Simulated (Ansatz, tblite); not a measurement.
**The cluster Ge₃H₄O₈: one state, many levels**

Aim: run the singlet of the cluster Ge₃H₄O₈ at one geometry on many levels, and compare frontier levels, spin and run time.

Computed with Ansatz 0.2.0, Gaussian basis. Level: as each input shows.

Levels to be run: GFN1-xTB, GFN2-xTB, PBE-D4/def2-TZVP, r2SCAN-D4/def2-TZVP, B3LYP-D4/def2-TZVP, r2SCAN0-D4/def2-TZVP, PBE-D4/def2-SVP, PBE0-D4/def2-SVP, HF/6-31G, B3LYP-D4/6-31G, MP2/def2-SVP, RPA/def2-SVP.

6 further runs of the same task are left out: 4 that didn't finish, 2 set aside as unsound or not needed.

## 1. The relaxed structure

The geometry is that of the singlet, from an earlier relaxation (PBE-D4/def2-SVP). At that level it is the lowest of the isomers that a small search found.

15 atoms, charge 0, spin multiplicity 1.

Bond lengths: Ge1–O6 1.832 Å, Ge1–O9 1.802 Å, Ge1–O10 1.835 Å, Ge1–H15 1.533 Å, Ge2–O4 1.802 Å, Ge2–O5 1.797 Å, Ge2–O9 1.805 Å, Ge2–O11 1.799 Å, Ge3–O5 1.801 Å, Ge3–O6 1.835 Å, Ge3–O10 1.835 Å, Ge3–H12 1.533 Å, O4–O8 1.518 Å, O7–O8 1.389 Å, O7–H13 1.000 Å, O11–H14 0.978 Å. Angles: O6–Ge1–O9 105.7°, O6–Ge1–O10 88.4°, O6–Ge1–H15 121.6°, O9–Ge1–O10 105.1°, O9–Ge1–H15 111.7°, O10–Ge1–H15 121.2°, O4–Ge2–O5 106.7°, O4–Ge2–O9 114.9°, O4–Ge2–O11 104.8°, O5–Ge2–O9 113.0°, O5–Ge2–O11 112.0°, O9–Ge2–O11 105.2°, O5–Ge3–O6 105.2°, O5–Ge3–O10 105.7°, O5–Ge3–H12 111.7°, O6–Ge3–O10 88.3°, O6–Ge3–H12 121.6°, O10–Ge3–H12 121.1° and more.

PBE0-D4/def2-TZVP was run before; its log isn't repeated, and its numbers join the tables.

## 2. GFN1-xTB

Tight binding, by tblite at 300 K electronic temperature and without a spin-polarisation term:

```python
tblite.interface.Calculator('GFN1-xTB', numbers, positions, charge=0, uhf=0).singlepoint()
```

Energy -1213.2814 eV, HOMO -12.79 eV, LUMO -6.74 eV; 0.093 s.

## 3. GFN2-xTB

Tight binding, by tblite at 300 K electronic temperature and without a spin-polarisation term:

```python
tblite.interface.Calculator('GFN2-xTB', numbers, positions, charge=0, uhf=0).singlepoint()
```

Energy -1098.4996 eV, HOMO -12.85 eV, LUMO -7.77 eV; 0.052 s.

## 4. PBE-D4/def2-TZVP

start.molden holds the orbitals of an earlier run on this state, given as this run's starting guess.

File in.yaml:

```yaml
crystal:
  periodic: [false, false, false]
  atoms:
    - {symbol: Ge, position_ang: [1.084045, -1.405398, -1.623784]}
    - {symbol: Ge, position_ang: [-0.436339, 0.270076, 0.433011]}
    - {symbol: Ge, position_ang: [1.841239, 1.020247, -1.455334]}
    - {symbol: O, position_ang: [-2.085318, 0.945253, 0.165646]}
    - {symbol: O, position_ang: [0.729944, 1.516846, -0.128308]}
    - {symbol: O, position_ang: [0.791946, 0.091090, -2.639844]}
    - {symbol: O, position_ang: [-2.982795, 0.611453, 2.319023]}
    - {symbol: O, position_ang: [-2.931032, 0.047528, 1.051125]}
    - {symbol: O, position_ang: [-0.147921, -1.349198, -0.310118]}
    - {symbol: O, position_ang: [2.565764, -0.580262, -0.924226]}
    - {symbol: O, position_ang: [-0.333845, 0.000368, 2.208658]}
    - {symbol: H, position_ang: [2.732715, 2.180278, -1.912452]}
    - {symbol: H, position_ang: [-2.105092, 0.311009, 2.693601]}
    - {symbol: H, position_ang: [0.100457, -0.859538, 2.377733]}
    - {symbol: H, position_ang: [1.176212, -2.799742, -2.254731]}
basis:
  gaussian: {orbitals: def2-TZVP, initial_orbitals: start.molden}
hamiltonian: {xc: pbe, dispersion: d4}
scf: {omitted_lower_state_checks: [starts]}
output: {orbitals: {seedname: orbitals}}
```

Launch:

```console
ansatz run in.yaml --threads 4 --pin off --events-out ev --progress --plain --max-ram 6963MiB
```

Output:

```text
Functional definition: PBE
  name "PBE"
  cite "Perdew, Burke & Ernzerhof, Phys. Rev. Lett. 77, 3865 (1996) doi:10.1103/PhysRevLett.77.3865"
  parent pbe
  parameter kappa = 0.804
  parameter beta = 0.06672455060314922
  exchange = pbe_x(kappa = kappa, mu = beta*pi^2/3)
  correlation = pbe_c(beta = beta)
these checks for a lower state are left out or cut short: starts
2458 factors; their error is unknown
mean field evaluation 1: about -185962.1028 eV, gradient 2.0e1 eV
mean field evaluation 2: about -185962.5550 eV, gradient 5.5e-1 eV
mean field evaluation 4: about -185962.5209 eV, gradient 4.3e-1 eV
mean field evaluation 8: about -185962.5211 eV, gradient 2.1e-5 eV
mean field -185962.52105621 eV, -6833.9965988918 hartree, gradient 2.1e-5 eV, S^2 0.000000; 0 other end points of the search recorded, 0 dependent functions left out
reference -185962.52110477 eV, -6833.9966006764 hartree; 82, 82 occupied and 334, 334 virtual orbitals, 2458 factors
Total energy: -185963.09169088 eV, -6834.0175693291 hartree
Checks for a lower state left out: starts
```

Wall time 27 s (4 threads of Intel Xeon at 2.50GHz, shared host); peak memory 1.1 GiB.

From the report: HOMO -6.36 eV, LUMO -2.53 eV.

## 5. r2SCAN-D4/def2-TZVP

in.yaml, as its differences from that of step 4:

```diff
@@ -20,3 +20,3 @@
   gaussian: {orbitals: def2-TZVP, initial_orbitals: start.molden}
-hamiltonian: {xc: pbe, dispersion: d4}
+hamiltonian: {xc: r2scan, dispersion: d4}
 scf: {omitted_lower_state_checks: [starts]}
```

Launched as before.

Output:

```text
Functional definition: r2SCAN
  name "r2SCAN"
  cite "Furness, Kaplan, Ning, Perdew & Sun, J. Phys. Chem. Lett. 11, 8208 (2020) doi:10.1021/acs.jpclett.0c02405"
  cite "Furness, Kaplan, Ning, Perdew & Sun, J. Phys. Chem. Lett. 11, 9248 (2020) doi:10.1021/acs.jpclett.0c03077"
  parent r2scan
  parameter k0 = 0.174
  parameter k1 = 0.065
  parameter a1 = 4.9479
  exchange = r2scan_x(k0 = k0, k1 = k1, a1 = a1)
  correlation = r2scan_c
these checks for a lower state are left out or cut short: starts
2458 factors; their error is unknown
mean field evaluation 1: about -185996.3278 eV, gradient 1.2e1 eV
mean field evaluation 2: about -185996.4456 eV, gradient 1.9e-1 eV
mean field evaluation 4: about -185996.4083 eV, gradient 7.5e-4 eV
mean field -185996.40833180 eV, -6835.2419332998 hartree, gradient 2.6e-5 eV, S^2 0.000000; 0 other end points of the search recorded, 0 dependent functions left out
reference -185996.40834471 eV, -6835.2419337743 hartree; 82, 82 occupied and 334, 334 virtual orbitals, 2458 factors
Total energy: -185996.55144587 eV, -6835.2471926450 hartree
Checks for a lower state left out: starts
```

It took 39 s on 4 threads of Intel Xeon at 2.50GHz, shared host; peak memory 1.2 GiB.

Report: HOMO -6.75 eV, LUMO -2.29 eV.

## 6. B3LYP-D4/def2-TZVP

in.yaml, as its differences from that of step 5:

```diff
@@ -20,4 +20,4 @@
   gaussian: {orbitals: def2-TZVP, initial_orbitals: start.molden}
-hamiltonian: {xc: r2scan, dispersion: d4}
+hamiltonian: {xc: {name: B3LYP}, dispersion: d4}
 scf: {omitted_lower_state_checks: [starts]}
-output: {orbitals: {seedname: orbitals}}
+output: {forces: true, orbitals: {seedname: orbitals}}
```

Same command.

Output (excerpt; [...] marks lines left out):

```text
Functional definition: B3LYP
  name "B3LYP"
  cite "Stephens, Devlin, Chabalowski & Frisch, J. Phys. Chem. 98, 11623 (1994) doi:10.1021/j100096a001"
  cite "Becke, Phys. Rev. A 38, 3098 (1988) doi:10.1103/PhysRevA.38.3098"
  cite "Lee, Yang & Parr, Phys. Rev. B 37, 785 (1988) doi:10.1103/PhysRevB.37.785"
  cite "Vosko, Wilk & Nusair, Can. J. Phys. 58, 1200 (1980) doi:10.1139/p80-159"
[...]
2551 factors; their error is unknown
[...]
mean field -186007.52689712 eV, -6835.6505330390 hartree, gradient 1.5e-5 eV, S^2 0.000000; 0 other end points of the search recorded, 0 dependent functions left out
[...]
reference -186007.52723592 eV, -6835.6505454899 hartree; 82, 82 occupied and 334, 334 virtual orbitals, 2551 factors
Total energy: -186008.44941096 eV, -6835.6844347974 hartree
Atom 0 at     1.084045    -1.405398    -1.623784 Å, force     0.001305     0.156843     0.060326 eV/Å
[...]
Atom 6 at    -2.982795     0.611453     2.319023 Å, force     0.613478    -0.185599     0.286007 eV/Å
Atom 7 at    -2.931032     0.047528     1.051125 Å, force     0.239437     0.321879    -0.545048 eV/Å
Atom 8 at    -0.147921    -1.349198    -0.310118 Å, force     0.248034     0.587137    -0.157168 eV/Å
Atom 9 at     2.565764    -0.580262    -0.924226 Å, force    -0.643343     0.226024    -0.323954 eV/Å
Atom 10 at    -0.333845     0.000368     2.208658 Å, force     0.371364    -0.541705    -0.378636 eV/Å
Atom 11 at     2.732715     2.180278    -1.912452 Å, force    -0.147510    -0.209231     0.066995 eV/Å
Atom 12 at    -2.105092     0.311009     2.693601 Å, force    -0.658456     0.279422    -0.155669 eV/Å
Atom 13 at     0.100457    -0.859538     2.377733 Å, force    -0.254020     0.559599    -0.038840 eV/Å
Atom 14 at     1.176212    -2.799742    -2.254731 Å, force    -0.004119     0.246431     0.098553 eV/Å
Dipole moment:     0.939206    -0.453610    -0.234602 e Å
Checks for a lower state left out: starts
```

Run time: 85 s. Hardware: 4 threads of Intel Xeon at 2.50GHz, shared host; peak memory 2.6 GiB.

From the report: HOMO -7.94 eV, LUMO -1.76 eV.

## 7. r2SCAN0-D4/def2-TZVP

in.yaml, as its differences from that of step 6:

```diff
@@ -20,4 +20,4 @@
   gaussian: {orbitals: def2-TZVP, initial_orbitals: start.molden}
-hamiltonian: {xc: {name: B3LYP}, dispersion: d4}
+hamiltonian: {xc: {name: r2SCAN0}, dispersion: d4}
 scf: {omitted_lower_state_checks: [starts]}
-output: {forces: true, orbitals: {seedname: orbitals}}
+output: {orbitals: {seedname: orbitals}}
```

The command is unchanged.

Output (excerpt; [...] marks lines left out):

```text
Functional definition: r2SCAN0
  name "r2SCAN0"
  cite "Bursch, Neugebauer, Ehlert & Grimme, J. Chem. Phys. 156, 134105 (2022) doi:10.1063/5.0086040"
  cite "Furness, Kaplan, Ning, Perdew & Sun, J. Phys. Chem. Lett. 11, 8208 (2020) doi:10.1021/acs.jpclett.0c02405"
  cite "Furness, Kaplan, Ning, Perdew & Sun, J. Phys. Chem. Lett. 11, 9248 (2020) doi:10.1021/acs.jpclett.0c03077"
  parent r2scan
[...]
2587 factors; their error is unknown
[...]
mean field -185991.47517911 eV, -6835.0606432824 hartree, gradient 1.5e-5 eV, S^2 0.000000; 0 other end points of the search recorded, 0 dependent functions left out
reference -185991.47518930 eV, -6835.0606436571 hartree; 82, 82 occupied and 334, 334 virtual orbitals, 2587 factors
Total energy: -185991.64665308 eV, -6835.0669448345 hartree
Checks for a lower state left out: starts
```

Wall time 73 s (4 threads of Intel Xeon at 2.50GHz, shared host); peak memory 2.7 GiB.

HOMO -8.47 eV, LUMO -1.23 eV.

## 8. PBE-D4/def2-SVP

in.yaml, as its differences from that of step 7:

```diff
@@ -19,4 +19,4 @@
 basis:
-  gaussian: {orbitals: def2-TZVP, initial_orbitals: start.molden}
-hamiltonian: {xc: {name: r2SCAN0}, dispersion: d4}
+  gaussian: {orbitals: def2-SVP, initial_orbitals: start.molden}
+hamiltonian: {xc: pbe, dispersion: d4}
 scf: {omitted_lower_state_checks: [starts]}
```

Launched as before.

Output:

```text
Functional definition: PBE
  name "PBE"
  cite "Perdew, Burke & Ernzerhof, Phys. Rev. Lett. 77, 3865 (1996) doi:10.1103/PhysRevLett.77.3865"
  parent pbe
  parameter kappa = 0.804
  parameter beta = 0.06672455060314922
  exchange = pbe_x(kappa = kappa, mu = beta*pi^2/3)
  correlation = pbe_c(beta = beta)
these checks for a lower state are left out or cut short: starts
2429 factors; their error is unknown
mean field evaluation 1: about -185919.8527 eV, gradient 2.0e1 eV
mean field evaluation 2: about -185920.7550 eV, gradient 7.1e-1 eV
mean field evaluation 4: about -185920.6232 eV, gradient 1.1e-1 eV
mean field -185920.62319147 eV, -6832.4568807620 hartree, gradient 5.0e-5 eV, S^2 0.000000; 0 other end points of the search recorded, 0 dependent functions left out
reference -185920.62323532 eV, -6832.4568823732 hartree; 82, 82 occupied and 146, 146 virtual orbitals, 2429 factors
Total energy: -185921.19382143 eV, -6832.4778510260 hartree
Checks for a lower state left out: starts
```

It took 11 s on 4 threads of Intel Xeon at 2.50GHz, shared host.

HOMO -6.15 eV, LUMO -2.33 eV.

## 9. PBE0-D4/def2-SVP

in.yaml, as its differences from that of step 8:

```diff
@@ -20,3 +20,3 @@
   gaussian: {orbitals: def2-SVP, initial_orbitals: start.molden}
-hamiltonian: {xc: pbe, dispersion: d4}
+hamiltonian: {xc: pbe0, dispersion: d4}
 scf: {omitted_lower_state_checks: [starts]}
```

Same command.

Output:

```text
Functional definition: PBE0
  name "PBE0"
  cite "Adamo & Barone, J. Chem. Phys. 110, 6158 (1999) doi:10.1063/1.478522"
  cite "Perdew, Burke & Ernzerhof, Phys. Rev. Lett. 77, 3865 (1996) doi:10.1103/PhysRevLett.77.3865"
  parent pbe
  parameter a = 0.25
  parameter kappa = 0.804
  parameter beta = 0.06672455060314922
  exchange = (1 - a)*pbe_x(kappa = kappa, mu = beta*pi^2/3) + a*exact_x
  correlation = pbe_c(beta = beta)
these checks for a lower state are left out or cut short: starts
2175 factors; integrals over basis functions are off by at most 1.4e-3 eV
mean field evaluation 1: about -185922.9741 eV, gradient 1.7e1 eV
mean field evaluation 2: about -185923.5095 eV, gradient 3.6e-1 eV
mean field evaluation 4: about -185923.7293 eV, gradient 1.3e-3 eV
mean field -185923.72925771 eV, -6832.5710265910 hartree, gradient 3.3e-5 eV, S^2 0.000000; 0 other end points of the search recorded, 0 dependent functions left out
reference -185923.72928993 eV, -6832.5710277749 hartree; 82, 82 occupied and 146, 146 virtual orbitals, 2175 factors
Total energy: -185924.21931048 eV, -6832.5890356979 hartree
Checks for a lower state left out: starts
```

It took 23 s on 4 threads of Intel Xeon at 2.50GHz, shared host; peak memory 0.92 GiB.

From the report: HOMO -8.09 eV, LUMO -1.29 eV.

## 10. HF/6-31G

in.yaml, as its differences from that of step 9:

```diff
@@ -19,4 +19,4 @@
 basis:
-  gaussian: {orbitals: def2-SVP, initial_orbitals: start.molden}
-hamiltonian: {xc: pbe0, dispersion: d4}
+  gaussian: {orbitals: 6-31G}
+hamiltonian: {xc: hf}
 scf: {omitted_lower_state_checks: [starts]}
```

Same command.

Output:

```text
Functional definition: HF
  name "HF"
  cite "Fock, Z. Phys. 61, 126 (1930) doi:10.1007/BF01340294"
  parent pbe
  exchange = exact_x
  correlation = 0
these checks for a lower state are left out or cut short: starts
1495 factors; integrals over basis functions are off by at most 3.9e-4 eV
mean field evaluation 1: about -185735.6794 eV, gradient 7.3e1 eV
mean field evaluation 2: about -185735.9600 eV, gradient 7.3e1 eV
mean field evaluation 4: about -185746.6059 eV, gradient 4.6e0 eV
mean field evaluation 8: about -185746.7110 eV, gradient 7.0e-1 eV
mean field evaluation 16: about -185746.7144 eV, gradient 2.6e-5 eV
mean field -185746.71435898 eV, -6826.0658490476 hartree, gradient 2.6e-5 eV, S^2 0.000000; 0 other end points of the search recorded, 0 dependent functions left out
reference -185746.71435898 eV, -6826.0658490476 hartree; 82, 82 occupied and 85, 85 virtual orbitals, 1495 factors
Total energy: -185746.71435898 eV, -6826.0658490476 hartree
Checks for a lower state left out: starts
```

Run time: 13 s. Hardware: 4 threads of Intel Xeon at 2.50GHz, shared host.

Report: HOMO -13.11 eV, LUMO 1.68 eV.

## 11. B3LYP-D4/6-31G

in.yaml, as its differences from that of step 10:

```diff
@@ -20,3 +20,3 @@
   gaussian: {orbitals: 6-31G}
-hamiltonian: {xc: hf}
+hamiltonian: {xc: {name: B3LYP}, dispersion: d4}
 scf: {omitted_lower_state_checks: [starts]}
```

Same command.

Output (excerpt; [...] marks lines left out):

```text
Functional definition: B3LYP
  name "B3LYP"
  cite "Stephens, Devlin, Chabalowski & Frisch, J. Phys. Chem. 98, 11623 (1994) doi:10.1021/j100096a001"
  cite "Becke, Phys. Rev. A 38, 3098 (1988) doi:10.1103/PhysRevA.38.3098"
  cite "Lee, Yang & Parr, Phys. Rev. B 37, 785 (1988) doi:10.1103/PhysRevB.37.785"
  cite "Vosko, Wilk & Nusair, Can. J. Phys. 58, 1200 (1980) doi:10.1139/p80-159"
[...]
1495 factors; integrals over basis functions are off by at most 3.9e-4 eV
[...]
mean field -185965.99297164 eV, -6834.1241894305 hartree, gradient 7.6e-5 eV, S^2 0.000000; 0 other end points of the search recorded, 0 dependent functions left out
reference -185965.99330295 eV, -6834.1242016059 hartree; 82, 82 occupied and 85, 85 virtual orbitals, 1495 factors
Total energy: -185966.91547799 eV, -6834.1580909134 hartree
Checks for a lower state left out: starts
```

It took 17 s on 4 threads of Intel Xeon at 2.50GHz, shared host.

From the report: HOMO -7.97 eV, LUMO -2.33 eV.

## 12. MP2/def2-SVP

in.yaml, as its differences from that of step 11:

```diff
@@ -19,4 +19,4 @@
 basis:
-  gaussian: {orbitals: 6-31G}
-hamiltonian: {xc: {name: B3LYP}, dispersion: d4}
+  gaussian: {orbitals: def2-SVP, initial_orbitals: start.molden}
+correlation: {method: mp2}
 scf: {omitted_lower_state_checks: [starts]}
```

Launched as before.

Output (excerpt; [...] marks lines left out):

```text
Functional definition: HF
  name "HF"
  cite "Fock, Z. Phys. 61, 126 (1930) doi:10.1007/BF01340294"
  parent pbe
[...]
2175 factors; integrals over basis functions are off by at most 1.4e-3 eV
[...]
mean field -185745.94965474 eV, -6826.0377466851 hartree, gradient 1.3e-6 eV, S^2 0.000000; 0 other end points of the search recorded, 0 dependent functions left out; unrestricted orbitals would lower it
35 core orbitals not correlated: weight in the atoms' cores, before any rotation towards them, 1.000 or more for the frozen orbitals, at most 0.000 for the correlated occupied ones
reference -185745.94965474 eV, -6826.0377466851 hartree; 47, 47 occupied and 146, 146 virtual orbitals, 2175 factors
second order -59.11576448 eV of doubles, -0.00000000 eV of singles
Total energy: -185805.06541922 eV, -6828.2102109595 hartree
Checks for a lower state left out: starts
```

Run time: 33 s. Hardware: 4 threads of Intel Xeon at 2.50GHz, shared host; peak memory 1.1 GiB.

From the report: Hartree-Fock HOMO -12.92 eV, LUMO 2.58 eV. Doubts: restricted state is unstable towards broken spin symmetry.

## 13. RPA/def2-SVP

in.yaml, as its differences from that of step 12:

```diff
@@ -20,4 +20,4 @@
   gaussian: {orbitals: def2-SVP, initial_orbitals: start.molden}
-correlation: {method: mp2}
+hamiltonian: {xc: pbe}
+correlation: {method: rpa}
 scf: {omitted_lower_state_checks: [starts]}
-output: {orbitals: {seedname: orbitals}}
```

The command is unchanged.

Output (excerpt; [...] marks lines left out):

```text
Functional definition: PBE
  name "PBE"
  cite "Perdew, Burke & Ernzerhof, Phys. Rev. Lett. 77, 3865 (1996) doi:10.1103/PhysRevLett.77.3865"
  parent pbe
[...]
2175 factors; integrals over basis functions are off by at most 1.4e-3 eV
[...]
mean field -185920.62312695 eV, -6832.4568783908 hartree, gradient 2.5e-6 eV, S^2 0.000000; 0 other end points of the search recorded, 0 dependent functions left out
35 core orbitals not correlated: weight in the atoms' cores, before any rotation towards them, 1.000 or more for the frozen orbitals, at most 0.000 for the correlated occupied ones
reference -185740.71152022 eV, -6825.8452487919 hartree; 47, 47 occupied and 146, 146 virtual orbitals, 2175 factors
Total energy: -185826.76705317 eV, -6829.0077312974 hartree
Checks for a lower state left out: starts
```

It took 25 s on 4 threads of Intel Xeon at 2.50GHz, shared host.

## 14. Comparison

| level | functions | HOMO (eV) | LUMO (eV) | gap (eV) | time |
| --- | --- | --- | --- | --- | --- |
| HF/6-31G | 167 | -13.11 | 1.68 | 14.79 | 13 s |
| PBE-D4/def2-SVP | 228 | -6.15 | -2.33 | 3.82 | 11 s |
| PBE-D4/def2-TZVP | 416 | -6.36 | -2.53 | 3.83 | 27 s |
| r2SCAN-D4/def2-TZVP | 416 | -6.75 | -2.29 | 4.45 | 39 s |
| B3LYP-D4/6-31G | 167 | -7.97 | -2.33 | 5.65 | 17 s |
| B3LYP-D4/def2-TZVP | 416 | -7.94 | -1.76 | 6.18 | 85 s |
| PBE0-D4/def2-SVP | 228 | -8.09 | -1.29 | 6.80 | 23 s |
| PBE0-D4/def2-TZVP | 416 | -8.19 | -1.40 | 6.80 | 89 s |
| r2SCAN0-D4/def2-TZVP | 416 | -8.47 | -1.23 | 7.24 | 73 s |

The pieces so far (eV):

```
   basis            HF  MP2 correlation               total
def2-SVP  -185745.9497         -59.1158  -185805.0654 (MP2)
```

## 15. Binding energy

Free atoms were run apart at each level; binding is atoms less cluster, divided by the number of atoms, without zero-point or spin-orbit terms.

| level | binding an atom (eV) |
| --- | --- |
| HF/6-31G | 1.565 |
| HF/def2-SVP | 2.006 |
| PBE-D4/def2-SVP | 3.887 |
| PBE-D4/def2-TZVP | 3.876 |
| r2SCAN-D4/def2-TZVP | 3.753 |
| B3LYP-D4/6-31G | 3.337 |
| B3LYP-D4/def2-TZVP | 3.647 |
| PBE0-D4/def2-SVP | 3.634 |
| PBE0-D4/def2-TZVP | 3.648 |
| r2SCAN0-D4/def2-TZVP | 3.546 |
| MP2/def2-SVP | 3.544 |

## 16. What came out

```
                                                 quantity                                   value
gap in def2-TZVP, named functionals, smallest and largest  3.83 eV (PBE-D4), 7.24 eV (r2SCAN0-D4)
                         correlation energy, MP2/def2-SVP                               -59.12 eV
                binding an atom, functionals in def2-TZVP   3.55 (r2SCAN0-D4) to 3.88 eV (PBE-D4)
          PBE0 total energy, smallest basis above largest          41.91 eV (def2-SVP, def2-TZVP)
```

Over the named functionals in def2-TZVP the gap runs from 3.83 eV (PBE-D4) to 7.24 eV (r2SCAN0-D4); exact exchange widens it.

The slowest run with a step of its own, B3LYP-D4/def2-TZVP, took 85 s; the quickest functional in def2-TZVP took 27 s (shared host).
